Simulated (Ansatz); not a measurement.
# InTe4: the cost of one run

Computed with Ansatz 0.2.0 (DFT PBE, scalar-relativistic, plane waves, PAW, unless a step's input says otherwise).

2 further runs of the same task are left out: 1 that didn't finish, 1 set aside as unsound or not needed.

## 1. The starting structure

Symmetry: P4/mmm, No. 123, tetragonal system. The conventional cell has a = 4.382 Å, b = 4.382 Å, c = 8.853 Å, α = 90.00°, β = 90.00°, γ = 90.00°. Around In (site symmetry 4/mmm) lie 2 Te at 3.25 Å. Te (site symmetry 4mm) has 5 Te at 2.35 to 3.10 Å and 1 In at 3.25 Å as nearest neighbours. Te (site symmetry 4mm) is surrounded by 1 Te at 2.66 Å.

As a file:

```cif
data_structure
_symmetry_space_group_name_H-M 'P4/mmm'
_symmetry_Int_Tables_number 123
_cell_length_a 4.3820
_cell_length_b 4.3820
_cell_length_c 8.8532
_cell_angle_alpha 90.000
_cell_angle_beta 90.000
_cell_angle_gamma 90.000
_cell_volume 170.00
loop_
_atom_site_label
_atom_site_type_symbol
_atom_site_symmetry_multiplicity
_atom_site_Wyckoff_symbol
_atom_site_fract_x
_atom_site_fract_y
_atom_site_fract_z
_atom_site_occupancy
In1 In 1 d 0.50000 0.50000 0.50000 1
Te1 Te 2 h 0.50000 0.50000 0.86719 1
Te2 Te 2 g 0.00000 0.00000 0.15031 1
```

The cell is invented: random cell by space group and Wyckoff sites (P4/mmm, No. 123). Its size is a rough estimate.

## 2. A first look at the guess

input.yaml reads:

```yaml
crystal:
  lattice:
    - [4.38198055, 0.0, 0.0]
    - [0.0, 4.38198055, 0.0]
    - [0.0, 0.0, 8.85319015]
  atoms:
    - { symbol: In, position: [0.5, 0.5, 0.5] }
    - { symbol: Te, position: [0.5, 0.5, 0.86718921] }
    - { symbol: Te, position: [0.5, 0.5, 0.13281079] }
    - { symbol: Te, position: [0.0, 0.0, 0.15031153] }
    - { symbol: Te, position: [0.0, 0.0, 0.84968847] }
basis:
  ecutwfc: 420
kpoints:
  mp_grid: { grid: [4, 4, 2] }
hamiltonian:
  xc: pbe
scf:
  occupations: { method: gaussian, width: 0.1 }
  lower_state_search: "off"
output:
  forces: true
  stress: true
  eigenvalues: true
```

Command:

```
$ ansatz run input.yaml --threads 1 --pin off --max-ram 2560MiB --backend cpu --events-out ev --progress --plain --runs-dir out
```

What time and memory should one allow on 1 thread of Intel Xeon 6975P-C (Granite Rapids), shared host?

About 3 s, with a peak of 0.47 GiB.
